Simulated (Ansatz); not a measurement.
# InSb2: the cost of one run

Method: DFT PBE, scalar-relativistic, plane waves, PAW, in Ansatz 0.2.0.

**1. The starting structure**

Symmetry: P6/mmm, No. 191, hexagonal system. Conventional cell: a = 5.166 Å, b = 5.166 Å, c = 3.659 Å, α = 90.00°, β = 90.00°, γ = 120.00°. In (site symmetry 6/mmm) is surrounded by 12 Sb at 3.50 Å and 2 In at 3.66 Å. Sb (site symmetry -6m2) has 3 Sb at 2.98 Å as nearest neighbours.

Coordinates:

```
CELL_PARAMETERS angstrom
5.16551 0.00000 0.00000
-2.58276 4.47347 0.00000
0.00000 0.00000 3.65864
ATOMIC_POSITIONS crystal
In 0.00000 0.00000 0.00000
Sb 0.66667 0.33333 0.50000
Sb 0.33333 0.66667 0.50000
```

A structure generator made this guess: species swapped into a database cell of HoCd2 (P6/mmm, No. 191), with In on the Ho sites and Sb on the Cd sites. Its size is a rough estimate.

**2. The guess as it stands, on a coarse mesh**

Input file input.yaml:

```yaml
crystal:
  lattice:
    - [5.16551474, 0.0, 0.0]
    - [-2.58275737, 4.47346699, 0.0]
    - [0.0, 0.0, 3.65863631]
  atoms:
    - { symbol: In, position: [0.0, 0.0, 0.0] }
    - { symbol: Sb, position: [0.66666667, 0.33333333, 0.5] }
    - { symbol: Sb, position: [0.33333333, 0.66666667, 0.5] }
basis:
  ecutwfc: 420
kpoints:
  mp_grid: { grid: [6, 6, 6] }
hamiltonian:
  xc: pbe
scf:
  occupations: { method: gaussian, width: 0.1 }
  lower_state_search: "off"
output:
  forces: true
  stress: true
  eigenvalues: true
```

Command:

```console
$ ansatz run input.yaml --threads 1 --pin off --max-ram 2560MiB --backend cpu --events-out ev --progress --plain --runs-dir out
```

Q: Estimate wall time and peak memory on 1 thread of Arm Neoverse V2, shared host.

About 2.9 s, with a peak of 0.35 GiB.
